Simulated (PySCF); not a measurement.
**[Dy(H2O)5]3+: other functionals and bases at one geometry**

An exercise on one series of results from a longer session: the logs are not shown, and one member is left open.

Computed with PySCF 2.14.0. Level: several levels, as the steps say, no spin–orbit coupling.

1 further run of the same task is left out (for a known fault of the program).

## Where the work starts

16 atoms, charge 3, spin multiplicity 1.

Bond lengths: Dy1–O2 2.334 Å, Dy1–O5 2.334 Å, Dy1–O8 2.298 Å, Dy1–O11 2.329 Å, Dy1–O14 2.329 Å, O2–H3 0.990 Å, O2–H4 0.990 Å, O5–H6 0.990 Å, O5–H7 0.990 Å, O8–H9 0.992 Å, O8–H10 0.992 Å, O11–H12 0.991 Å, O11–H13 0.991 Å, O14–H15 0.991 Å, O14–H16 0.991 Å. Angles: O2–Dy1–O5 161.1°, O2–Dy1–O8 99.5°, O2–Dy1–O11 86.7°, O2–Dy1–O14 87.0°, O5–Dy1–O8 99.5°, O5–Dy1–O11 87.0°, O5–Dy1–O14 86.7°, O8–Dy1–O11 109.6°, O8–Dy1–O14 109.6°, O11–Dy1–O14 140.8°, Dy1–O2–H3 128.0°, Dy1–O2–H4 128.5°, H3–O2–H4 103.5°, Dy1–O5–H6 128.0°, Dy1–O5–H7 128.5°, H6–O5–H7 103.5°, Dy1–O8–H9 128.1°, Dy1–O8–H10 128.1° and more.

Coordinates:

```
Dy   -0.0432    0.0000    0.0000
O    -0.4269    0.0454    2.3020
H    -0.5609    0.8358    2.8825
H    -0.5166   -0.7173    2.9266
O    -0.4269   -0.0453   -2.3020
H    -0.5610   -0.8358   -2.8825
H    -0.5165    0.7173   -2.9266
O     2.2543   -0.0001    0.0000
H     2.8667   -0.0128   -0.7803
H     2.8667    0.0126    0.7803
O    -0.8253    2.1938   -0.0379
H    -0.2989    3.0335   -0.0297
H    -1.7642    2.5094   -0.0693
O    -0.8255   -2.1937    0.0379
H    -1.7644   -2.5093    0.0693
H    -0.2991   -3.0335    0.0297
```

Formal oxidation states: Dy +3. Each metal's 9 4f electrons lie in its core potential, so multiplicities, spins and levels count the valence alone. An earlier session relaxed this geometry at PBE, Dy lcecp-1-SVP with ECP55, O def2-SVP, H def2-SVP (singlet, point group C2).

At PBE on the finer grid: E = -417.645844 Eh, HOMO -21.37 eV, LUMO -14.80 eV, Mulliken charge on Dy1 +1.34 e, largest force component 0.011 eV/Å. 

Levels to run: PBE0; revPBE; B3LYP; BP86; PBE, TZVP. Hardware: 4 threads of Arm Neoverse V2, shared host.

Set-up of the first run:

run.py (the lines that set the calculation)

```python
mol = gto.M(atom='''
Dy    -0.04324     0.00000     0.00000
O     -0.42687     0.04537     2.30200
H     -0.56091     0.83580     2.88250
H     -0.51658    -0.71730     2.92657
O     -0.42687    -0.04533    -2.30200
H     -0.56097    -0.83576    -2.88250
H     -0.51652     0.71734    -2.92657
O      2.25427    -0.00009     0.00000
H      2.86669    -0.01278    -0.78026
H      2.86669     0.01256     0.78026
O     -0.82529     2.19378    -0.03785
H     -0.29887     3.03350    -0.02971
H     -1.76420     2.50942    -0.06931
O     -0.82545    -2.19371     0.03785
H     -1.76439    -2.50928     0.06931
H     -0.29911    -3.03348     0.02971''',
    basis={'Dy': 'lcecp-1-SVP', 'O': 'def2-SVP', 'H': 'def2-SVP'},
    ecp={'Dy': 'lcecp-1-SVP'},
    charge=3, spin=0)
mf = dft.RKS(mol, xc='PBE0')
mf.grids.atom_grid = (75, 302)  # f atoms: unpruned, at least (60, 302)
mf = mf.density_fit()  # fitting sets: Dy AutoAux, O def2-universal-JKFIT, H def2-universal-JKFIT
mf.conv_tol = 1e-08; mf.max_cycle = 55
mf.kernel(dm0)  # dm0: the density of the relaxed state
```

The run is started by

```console
> OMP_NUM_THREADS=4 python run.py
```

Among the steps run: PBE0; revPBE; B3LYP; BP86; PBE, TZVP.

One table of the session follows, with a row left open; its other results are not shown here.

| level | HOMO (eV) | gap (eV) | charge on Dy1 (e) | dipole (D) | largest force component (eV/Å) |
| --- | --- | --- | --- | --- | --- |
| PBE (relaxed here) | -21.37 | 6.56 | 1.34 | 0.04 | 0.01 |
| PBE0 | -23.27 | 9.44 | 1.55 | 0.03 | 0.52 |
| revPBE | ? | ? | ? | ? | ? |
| B3LYP | -22.94 | 8.87 | 1.48 | 0.04 | 0.43 |
| BP86 | -21.48 | 6.56 | 1.36 | 0.04 | 0.06 |
| PBE, TZVP | -21.44 | 6.63 | 1.90 | 0.07 | 0.33 |

**Question.** Estimate the row for revPBE.

**Answer.** HOMO (eV): -21.32; gap (eV): 6.62; charge on Dy1 (e): 1.38; dipole (D): 0.04; largest force component (eV/Å): 0.17. In the column «HOMO (eV)» it is the highest.

The dipole of a charged species depends on the origin, so these sizes hold for this origin alone.

In one basis the HOMO–LUMO gap runs from 6.56 eV (BP86) to 9.44 eV (PBE0). The largest leftover force, 0.52 eV/Å with PBE0, stands at a geometry relaxed at another level. With 4f in the core, its levels are missing from HOMO and gap, and its count is fixed, so no charge can pass from the ligands into it. Total energies of different levels can't be compared.
